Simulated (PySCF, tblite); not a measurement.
# C7H14BFSi: geometry, infrared bands and NMR shifts

Aim: predict the infrared bands and NMR shifts of C7H14BFSi (`C/C=C1/[SiH2][C@@H](B(C)C)[C@H]1F`).

Computed with tblite 0.8.0 and PySCF 2.14.0, with density-fitted response routines of our own, on a single molecule in the gas phase. Atoms count from 0, in the outputs and in this text.

## 1. The molecule as given

24 atoms, charge 0, multiplicity 1; geometry from: force field or distance geometry start.

Bonds of the start (Å): C0–C1 1.48, C1–C2 1.34, C2–Si3 1.85, Si3–C4 1.89, C4–B5 1.56, B5–C6 1.61, B5–C7 1.58, C4–C8 1.50, C8–F9 1.40, C8–C2 1.50, C0–H10 1.09, C0–H11 1.13, C0–H12 1.14, C1–H13 1.08, Si3–H14 1.45, Si3–H15 1.44, C4–H16 1.12, C6–H17 1.13, C6–H18 1.09, C6–H19 1.11, C7–H20 1.12, C7–H21 1.12, C7–H22 1.12, C8–H23 1.08.

## 2. Optimising the geometry with GFN2-xTB

What the job is given:

```
{"job": {"kind": "relax", "xc": "GFN2-xTB", "basis": "xTB"}, "charge": 0, "multiplicity": 1}
C     -3.634300    -0.422800     0.780000
C     -2.766300    -0.799200    -0.362700
C     -1.555200    -0.256000    -0.542300
Si    -0.174600    -0.396100    -1.772500
C      0.395100    -0.234200     0.017400
B      1.860100     0.250500     0.225500
C      2.908900    -0.898000     0.627000
C      2.493000     1.587200    -0.334000
C     -0.703800     0.783800     0.128400
F     -0.530500     1.806100    -0.809800
H     -3.518000     0.616000     1.098100
H     -3.520300    -1.131300     1.652200
H     -4.701200    -0.604800     0.433000
H     -3.075200    -1.558400    -1.067600
H      0.024100     0.788200    -2.591700
H     -0.008700    -1.701900    -2.357300
H      0.207100    -1.145000     0.641900
H      2.318100    -1.764900     1.052300
H      3.437400    -1.256100    -0.260600
H      3.571600    -0.507000     1.423100
H      3.610000     1.570700    -0.256900
H      2.244900     1.722600    -1.419700
H      2.125300     2.463900     0.256700
H     -1.019300     1.106200     1.114100
```

Started as:

```console
$ OMP_NUM_THREADS=1 python probes_run.py task.json out
```

One launch serves the whole session: the jobs run in the order shown.

**Question.** This job is followed by: GFN2-xTB harmonic vibrations, gas phase; GIAO PBE0/pcSseg-1 NMR shielding, non-relativistic, gas phase. Predict these results of the whole session: strongest single infrared mode (GFN2-xTB); zero-point energy (GFN2-xTB); ¹³C shifts against TMS (PBE0/pcSseg-1, means over atoms taken as alike); ¹H shifts against TMS (PBE0/pcSseg-1, means over atoms taken as alike); ²⁹Si shifts against TMS (PBE0/pcSseg-1); ¹¹B shifts against BF3·OEt2 (PBE0/pcSseg-1); ¹⁹F shifts against CFCl3 (PBE0/pcSseg-1).

The runs gave:

```
                                                               quantity                                         value
                              strongest single infrared mode (GFN2-xTB)                         2243 cm⁻¹, 405 km/mol
                                           zero-point energy (GFN2-xTB)                                118.4 kcal/mol
¹³C shifts against TMS (PBE0/pcSseg-1, means over atoms taken as alike)      155.5, 144.3, 96.0, 45.8, 20.9, 14.1 ppm
 ¹H shifts against TMS (PBE0/pcSseg-1, means over atoms taken as alike)  6.40, 5.97, 4.62, 4.36, 3.23, 2.16, 0.92 ppm
                                ²⁹Si shifts against TMS (PBE0/pcSseg-1)                                     -64.7 ppm
                            ¹¹B shifts against BF3·OEt2 (PBE0/pcSseg-1)                                      78.7 ppm
                               ¹⁹F shifts against CFCl3 (PBE0/pcSseg-1)                                    -170.2 ppm
```

What this shows: The optimisation took 196 steps and gained 1.640 eV; among the close pairs (by a distance rule), Si3–C4 changed most, from 1.885 to 1.942 Å. All 66 modes are real, so the xTB geometry is a minimum. The strongest single mode, at 2243 cm⁻¹, moves mainly H15. Unscaled tight-binding wavenumbers are off by several per cent, some by more. Its intensities can rank the bands wrongly. The most deshielded hydrogen is H13 (hydrogen on an alkene CH), at 6.40 ppm: olefinic region. At PBE0/pcSseg-1: The largest span, 241 ppm, is at C1, where the paramagnetic term is -222 ppm.
